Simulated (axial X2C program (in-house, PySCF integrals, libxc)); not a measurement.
**A two-component session on IK⁻: properties at the nuclei**

Aim: properties at the nuclei of IK⁻, with spin–orbit coupling in the Hamiltonian from the start.

Computed with an in-house X2C program for linear molecules on PySCF integrals. Level: two-component X2C with atomic mean-field terms, I dyall-acv3z, K dyall-acv3z.

All values are calculated.

### 1 The job

task.json

```json
{
 "zs": [
  53,
  19
 ],
 "q": -1,
 "bas": [
  "dyall-acv3z",
  "dyall-acv3z"
 ],
 "r0": 3.29,
 "levels": [
  "PBE0",
  "HF",
  "TPSSh",
  "PBE50",
  "BHandHLYP"
 ],
 "nst": 3
}
```

Keys: zs atomic numbers; q charge; bas basis sets; r0 starting distance in Å; levels methods (HF also brings MP2); nst determinants followed.

Run with:

```
python soeom.py task.json out
```

After this run come: Expectation values, lowest determinant; Expectation values, a higher determinant; Expectation values, a higher determinant.

What does the calculation give? Wanted: lowest determinant; Eeff magnitude; Ws magnitude I; A∥/gI I; qzz I; higher determinant (for each run or level that gives them).

The runs gave:

| quantity | value |
| --- | --- |
| lowest determinant | Ω = 1/2 (excess of +ω over −ω: ω = 1/2) |
| Eeff magnitude (GV/cm), PBE0 | 0.539 |
| Ws magnitude I (kHz), PBE0 | 0.573 |
| A∥/gI I (MHz), PBE0 | 68.5 |
| qzz I (a.u.), PBE0 | 0.43 |
| higher determinant | Ω = 3/2 (excess of +ω over −ω: ω = 3/2) |
| Eeff magnitude (GV/cm), PBE0, higher determinant | 0.0111 |
| Ws magnitude I (kHz), PBE0, higher determinant | 0.00393 |
| A∥/gI I (MHz), PBE0, higher determinant | 1.05 |
| qzz I (a.u.), PBE0, higher determinant | 1.13 |
| higher determinant | Ω = 5/2 (excess of +ω over −ω: ω = 5/2) |
| Eeff magnitude (GV/cm), PBE0, higher determinant | 0.00153 |
| Ws magnitude I (kHz), PBE0, higher determinant | 0.000917 |
| A∥/gI I (MHz), PBE0, higher determinant | -0.814 |
| qzz I (a.u.), PBE0, higher determinant | 1.21 |

In the first state, the effective field runs from 0.372 to 0.643 GV/cm over the mean-field levels. The expectation values come from single determinants, which for open shells can mix terms of unlike spin or miss the lowest Ω, so a determinant need not be a state. Eeff is the effective electric field on the electron dipole moment in this Ω state and Ws the scalar–pseudoscalar constant (defined with the proton number Z and per Ω); A∥ is the parallel hyperfine constant, which follows by multiplying with the nuclear g factor gI = μI/(I μN); qzz is the electric field gradient, eQq0 = 234.96 MHz × Q/barn × qzz. The operators were transformed with the bare-nucleus X2C matrices.
